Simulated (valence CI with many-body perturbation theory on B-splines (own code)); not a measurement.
# Levels and ionisation energy of Cs⁴⁰⁺

What does CI with core correlation give for the spectrum of Cs⁴⁰⁺? Levels and ionisation energy come from one run, set against NIST.

The numbers are computed with an in-house CI+MBPT code version 3 (configuration interaction of the valence electrons, many-body perturbation theory for a frozen closed Dirac-Fock core, no-pair Dirac Hamiltonian, B-spline basis), except any that are marked as measured or tabulated.

### 1 What is computed

```
element                                      : caesium (Z = 55, A = 133)
charge                                       : +40
frozen core                                  : [Ne]
start configuration of the valence electrons : 3s2 3p3
nuclear rms radius                           : 4.8041 fm
```

### 2 The calculation

Settings, as recorded:

```ini
atom Cs  Z=55  mass_number=133  rms_radius_fm=4.8041
core [Ne]
valence 3s2 3p3
avg = 1
basis = M
breit = 1
cap = 40000
capref = 1200
cscale = 1
de = 0.0
dress = 0
eps = 2e-08
h = 0.27
hh = 1
l2 = 3
lcore = 6
maxit = 60
n2 = 5
natural = 1
nlev = 45
nno = [5, 5, 5, 4, 2, 1]
nroot = 26
nsp = [4, 4, 3, 2, 1, 0]
pt2 = 1
qed = 1
rpa = 1
s1 = 1
s2 = 1
s3 = 1
screen = 1
tol = 2e-05
```

Started as:

```bash
python run_cv.py task.json out
```

task.json holds these settings.

Q: Predict the results.

**Answer**, as computed:

```
                                  quantity                   computed                            tabulated
                              lowest level            3s2 3p3 ²P° 3/2                       3s2 3p3 ⁴S°3/2
                          first excitation  3s2 3p3 ⁴S° 3/2, 78.04 eV                                    -
    ionisation energy, to 3s2 3p2 ³P J = 0                  2946.9 eV  2945 ± 4 eV (tabulated theoretical)
 dipole polarisability of the lowest level              0.01169 bohr³                                    -
     hyperfine A/(μ/I) of the lowest level                  70066 MHz                                    -
no level missing from the run's list below                  397.59 eV                                    -
```

The ionisation energy is 1.9 eV (0.07 %) above the NIST entry, whose uncertainty is 4 eV. Of the added terms Breit moves the ionisation energy most, by -1.85 eV. The lowest level is 99 % 3s2 3p3, but only 45 % ²P° beside 30 % ⁴S°, so its LS name says little. Cautions: intervals between levels of different J carry noise of about a tenth of the second-order remainder, tens of cm⁻¹ or more; by estimate large intervals hold to a few tenths of a per cent, small ones and the rates on them less well.
